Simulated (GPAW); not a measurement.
Runs of GPAW 26.7.0 on InAu3. It takes space group P-6m2 (No. 187, hexagonal). The conventional cell has a = 3.161 Å, b = 3.161 Å, c = 9.058 Å, α = 90.00°, β = 90.00°, γ = 120.00°. Au (site symmetry 3m) is surrounded by 3 In at 2.90 Å and 9 Au at 2.92 to 3.16 Å. Au (site symmetry -6m2) is surrounded by 12 Au at 2.92 to 3.16 Å. Around In (site symmetry -6m2) lie 6 Au at 2.90 Å and 6 In at 3.16 Å. The cell comes from a database or a generator and needn't be the stable form of this composition.

```csv
task,level,spin,cell,k mesh,band path,band points,spin axis theta (degrees),spin axis phi (degrees),soc after scf,mesh quality,gap on the mesh (eV),pressure (GPa),relaxed volume (Å³/atom),largest force (eV/Å)
band structure,PBEsol,"SOC, no magnetisation",as given,10 × 10 × 3,"GMKGALHA,LM,KH",80,90,0,second variation,not flagged,-,-6.5,-,(a)
relaxation of cell and atoms,PBEsol+D3(BJ),off,relaxed,6 × 6 × 2,-,-,-,-,-,coarse,none,0.0,(b),-
relaxation of cell and atoms,PBEsol,off,relaxed,6 × 6 × 2,-,-,-,-,-,coarse,none,0.1,19.23,0.01
relaxation of cell and atoms,PBEsol+D3,off,relaxed,6 × 6 × 2,-,-,-,-,-,coarse,none,0.0,18.82,0.01
relaxation of cell and atoms,PBEsol+D3(BJ)+ATM,off,relaxed,6 × 6 × 2,-,-,-,-,-,coarse,none,0.0,18.00,0.01
```

Alike in all rows: potentials or basis PAW data sets generated in the run's folder for this functional, pw; cutoff (eV) 600; smearing fermi-dirac 0.05 eV.

Fill in the values left out.

(a) 0.11; (b) 17.80.

Caveats: some runs use coarse meshes; with this Au data set, volumes or pressures lay over 1.5 % or 2 GPa off other programs in two to four cells of ten; later steps reuse the first step's grids (some runs); pairwise dispersion overbinds metals, which lowers pressure and volume (some runs); spin-orbit coupling was added after a scalar SCF, so levels and gaps hold it while energy, forces, pressure and moments don't (some runs); this program's spin-orbit splittings come out too wide for heavy elements (some runs).

A k mesh can miss the band edges, and rows without SOC leave out spin-orbit coupling on Au, In.

A gap of «none» marks a metal or a gap under the smearing width.
